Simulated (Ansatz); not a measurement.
# YCl: stress in a strained cell

YCl is deformed so: equal xy, yz and zx engineering shear strains of +2 %. What stress and forces result, by LAPW, PAW and all-electron datasets made for the crystal?

Method: DFT PBEsol, scalar-relativistic, in Ansatz 0.2.0.

### Step 1. The structure to begin with

Symmetry: R-3m, No. 166, trigonal system. Conventional cell: a = 3.752 Å, b = 3.752 Å, c = 27.525 Å, α = 90.00°, β = 90.00°, γ = 120.00°. Around Y (site symmetry 3m) lie 3 Cl at 2.75 Å. Around Cl (site symmetry 3m) lie 3 Y at 2.75 Å.

As a file:

```cif
data_structure
_symmetry_space_group_name_H-M 'P 1'
_symmetry_Int_Tables_number 1
_cell_length_a 9.4273
_cell_length_b 9.4273
_cell_length_c 9.4273
_cell_angle_alpha 22.958
_cell_angle_beta 22.958
_cell_angle_gamma 22.958
_cell_volume 111.87
loop_
_atom_site_label
_atom_site_type_symbol
_atom_site_fract_x
_atom_site_fract_y
_atom_site_fract_z
_atom_site_occupancy
Y1 Y 0.21683 0.21683 0.21683 1
Y2 Y 0.78317 0.78317 0.78317 1
Cl1 Cl 0.38830 0.38830 0.38830 1
Cl2 Cl 0.61170 0.61170 0.61170 1
```

Atoms are numbered in the order of the input: Y1, Y2, Cl3, Cl4.

### Step 2. After the deformation

Space group R-3m before, P-1 after.

### Step 3. Full-potential LAPW

Input file input.yaml:

```yaml
crystal:
  lattice:
    - [1.9787325837, 1.1937075734, 9.2045934669]
    - [-1.7735686623, 1.156184561, 9.1670704544]
    - [0.0700860787, -2.0746421344, 9.1533360787]
  atoms:
    - { symbol: "Y", position: [0.21683, 0.21683, 0.21683] }
    - { symbol: "Y", position: [0.78317, 0.78317, 0.78317] }
    - { symbol: Cl, position: [0.3883, 0.3883, 0.3883] }
    - { symbol: Cl, position: [0.6117, 0.6117, 0.6117] }
kpoints:
  mp_grid: { grid: [8, 8, 8] }
  band_path:
    path:
      - [0.0, 0.0, 0.0]
      - [-0.5, -0.5, -0.5]
      - [0.5, 0.0, 0.0]
      - [0.0, 0.0, 0.0]
      - [0.0, 0.0, 0.5]
      - [0.0, -0.5, 0.0]
      - [0.0, 0.0, 0.0]
      - [0.5, 0.0, 0.5]
      - [-0.5, -0.5, 0.0]
    npoints: 5
scf:
  occupations: { method: fermi_dirac, width: 0.02 }
hamiltonian:
  xc: pbesol
  pseudopotentials: { kind: all_electron, lapw: { basis_error: 0.001 } }
output:
  forces: true
  stress: true
  eigenvalues: true
```

Run with:

```sh
ansatz run input.yaml --threads 1 --pin off --max-ram 4096MiB --backend cpu --events-out ev --progress --plain --runs-dir out
```

### Step 4. PAW on the default files

Input file input.yaml:

```yaml
crystal:
  lattice:
    - [1.9787325837, 1.1937075734, 9.2045934669]
    - [-1.7735686623, 1.156184561, 9.1670704544]
    - [0.0700860787, -2.0746421344, 9.1533360787]
  atoms:
    - { symbol: "Y", position: [0.21683, 0.21683, 0.21683] }
    - { symbol: "Y", position: [0.78317, 0.78317, 0.78317] }
    - { symbol: Cl, position: [0.3883, 0.3883, 0.3883] }
    - { symbol: Cl, position: [0.6117, 0.6117, 0.6117] }
kpoints:
  mp_grid: { grid: [8, 8, 8] }
scf:
  occupations: { method: fermi_dirac, width: 0.02 }
hamiltonian:
  xc: pbesol
  pseudopotentials: { kind: paw }
output:
  forces: true
  stress: true
  eigenvalues: true
  efg: { contact_densities: true }
```

### Step 5. All-electron PAW on datasets made for the crystal

Edit input.yaml of step 4 so:

```diff
@@ -16,3 +16,3 @@
   xc: pbesol
-  pseudopotentials: { kind: paw }
+  pseudopotentials: { kind: all_electron, datasets: crystal }
 output:
```

(Steps that only read results are left out.)

Before running it: what results should come out? Wanted: pressure; largest shear or deviatoric stress.

The runs gave:

| quantity | value |
| --- | --- |
| pressure | LAPW -0.71, PAW -0.72, crystal datasets -0.71 GPa |
| largest shear or deviatoric stress (LAPW) | 1.56 GPa |

What this shows: The largest part of the stress beyond the pressure is 1.56 GPa in size, in the zz component; the atoms are carried along and not relaxed. No run of the undeformed cell stands beside it, so pressure and stress hold what the given cell had before the change, as far as its symmetry allows. PAW: stress within 0.01 GPa of LAPW, forces within 2 meV/Å. Crystal datasets: stress within 0.01 GPa of LAPW, forces within 1 meV/Å.
